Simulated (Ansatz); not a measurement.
SnSe2, space group P-3m1, cell relaxations under several functionals

With Ansatz 0.2.0 through its Python package.

Input file `snse2.xyz`:
```text
3
Lattice="3.811 0.0 0.0 -1.9055 3.30042281 0.0 0.0 0.0 6.136" Properties=species:S:1:pos:R:3 pbc="T T T"
Sn    0.00000000    0.00000000    0.00000000
Se   -0.00000000    2.20028188    1.52786400
Se    1.90550000    1.10014094    4.60813600
```

Run as a notebook:

**Cell 1**
```python
import ansatz as az
import numpy as np

def edges_and_angles(cell):
    cell = np.asarray(cell)
    a, b, c = np.linalg.norm(cell, axis=1)
    cosines = cell[1] @ cell[2] / (b * c), cell[0] @ cell[2] / (a * c), cell[0] @ cell[1] / (a * b)
    return (a, b, c, *np.degrees(np.arccos(cosines)))
```

**Cell 2**
```python
xtal = az.Crystal.from_extxyz("snse2.xyz")
```

**Cell 3**
```python
[site.symbol for site in xtal.resolved().sites]
```
Output:
```text
['Sn', 'Se', 'Se']
```

**Cell 4**
```python
calc = (
    xtal.calculation()
    .basis(41 * az.Ry)
    .kpoints(6, 6, 4)
    .occupations(az.OccupationsMethod.FIXED)
    .relax(cell=True, force_tolerance=0.005, max_steps=40)
)
```

**Cell 5**
```python
levels = [("r2scan", "none"), ("pbe", "d3bj"), ("pbe", "d4"), ("pbesol", "none")]
print("level            a       b       c    alpha   beta  gamma  V/atom  steps")
for name, dispersion in levels:
    seen = []
    run = calc.functional(name, dispersion=dispersion).session().plan()
    out = run.execute(on_event=lambda e: seen.append(e) if e["event"] == "relax_step" else None)
    cell = out.lattice.cell_ang
    label = name if dispersion == "none" else f"{name}+{dispersion}"
    print("{:13s} {:7.4f} {:7.4f} {:7.4f} {:6.2f} {:6.2f} {:6.2f}".format(label, *edges_and_angles(cell)), f"{abs(np.linalg.det(cell)) / len(out.lattice.sites):7.3f} {len(seen):5d}")
```
Output:
```text
level            a       b       c    alpha   beta  gamma  V/atom  steps
r2scan         3.8433  3.8433  6.5198  90.00  90.00 120.00  27.800     8
pbe+d3bj       3.8428  3.8428  6.0052  90.00  90.00 120.00  25.600     7
pbe+d4         3.8411  3.8411  5.9987  90.00  90.00 120.00  25.549     7
pbesol         3.8225  3.8225  6.1397  90.00  90.00 120.00  25.897     6
```

From smallest to largest: PBE+D4 (25.55 Å³ an atom, -0.7 % against the start), PBE+D3BJ (25.60 Å³ an atom, -0.5 % against the start), PBEsol (25.90 Å³ an atom, +0.7 % against the start) and r2SCAN (27.80 Å³ an atom, +8.1 % against the start). The spread is 8.8 % in volume.

The structure is a deposited one; some such entries were measured under pressure or heat, so a shift against it needn't be the functional's error alone. Wall time of the script: 2.1 min on 1 thread of Intel(R) Xeon(R) Processor @ 2.30GHz (shared host), peak memory 0.81 GiB.
